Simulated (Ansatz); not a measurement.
# GeCl2 (triplet): from Hartree-Fock to the top rungs at a displaced geometry (v2), cc-pVDZ

The task here is to estimate one member of a computed series from the others.

Computed with Ansatz 0.2.0, Gaussian basis. Level: cc-pVDZ, core rule «outside noble gas», up to 24 orbitals frozen.

The runs, in order: UHF; CCSD(T) on ROHF; CCSD(T) on UHF; BCCD(T) on ROHF; CISD; CCSDT(Q) on ROHF; CCSDT(Q) on UHF; CASSCF and MRCISD+Q, 14 electrons in 10 orbitals; CASSCF and NEVPT2, 14 electrons in 10 orbitals.

29 further runs of the same task are left out: 2 for a known fault of the program, 13 that didn't finish, 14 set aside as unsound or not needed.

**The geometry**

The geometry is a PBE0/def2-TZVP stationary point (not a proven minimum) with its atoms shifted at random (size 0.100 Å). No spin-orbit coupling is included. The filled d shell of Ge may be among the frozen orbitals whatever the setting's name suggests; the logs give the count.

3 atoms, charge 0, spin multiplicity 3.

Atoms are counted from 1 here; the program's logs count them from 0.

Bond lengths: Cl1–Ge2 2.152 Å, Ge2–Cl3 2.177 Å. Angles: Cl1–Ge2–Cl3 117.5°.

The first run:

Input file in.yaml:

```yaml
crystal:
  periodic: [false, false, false]
  atoms:
    - {symbol: Cl, position_ang: [0.105230, -0.553241, 1.844342]}
    - {symbol: Ge, position_ang: [-0.059644, 0.551772, 0.004884]}
    - {symbol: Cl, position_ang: [0.016976, -0.577291, -1.854348]}
basis:
  gaussian: {orbitals: cc-pVDZ}
magnetization: {spin_polarized: true, initial_magnetization: 2}
hamiltonian: {xc: hf}
output: {orbitals: {seedname: orbitals}}
```

Launch:

```sh
$ ansatz run in.yaml --threads 1 --pin off --events-out ev --progress --plain --max-ram 2393MiB
```

Steps of the session up to this table: UHF; CCSD(T) on ROHF; CCSD(T) on UHF; BCCD(T) on ROHF; CISD; CCSDT(Q) on ROHF; CCSDT(Q) on UHF; CASSCF and MRCISD+Q, 14 electrons in 10 orbitals; CASSCF and NEVPT2, 14 electrons in 10 orbitals.

One table of the session follows, with a row left open; its other results are not shown here.

It belongs to the step «Misses and costs». 

```
          method  from UCCSDT(Q) (kcal/mol)
            ROHF                    +228.64
             UHF                    +226.58
            RMP2                     +26.04
            UMP2                     +25.73
           RCCSD                      +6.95
           UCCSD                          ?
        RCCSD(T)                      +1.41
        UCCSD(T)                      +1.19
         BCCD(T)                      +1.38
          RCCSDT                      +0.77
          UCCSDT                      +0.56
       RCCSDT(Q)                      +0.26
       UCCSDT(Q)                          0
  CASSCF valence                    +207.86
  NEVPT2 valence                     +35.55
  MRCISD valence                     +24.19
MRCISD+Q valence                      +3.14
```

Estimate the missing values for UCCSD.

The run gave: from UCCSDT(Q) (kcal/mol): +6.67. In the column «from UCCSDT(Q) (kcal/mol)» it lies between MRCISD+Q valence (+3.14) and RCCSD (+6.95).

Not comparable, so not listed: CISD (they don't share determinant, frozen orbitals or solution with the rows shown, or repeat one).

To keep in mind: Restricted and unrestricted rows rest on different reference determinants; where their highest levels disagree by more than a few hundredths of an eV, they describe different states and don't form one ladder.
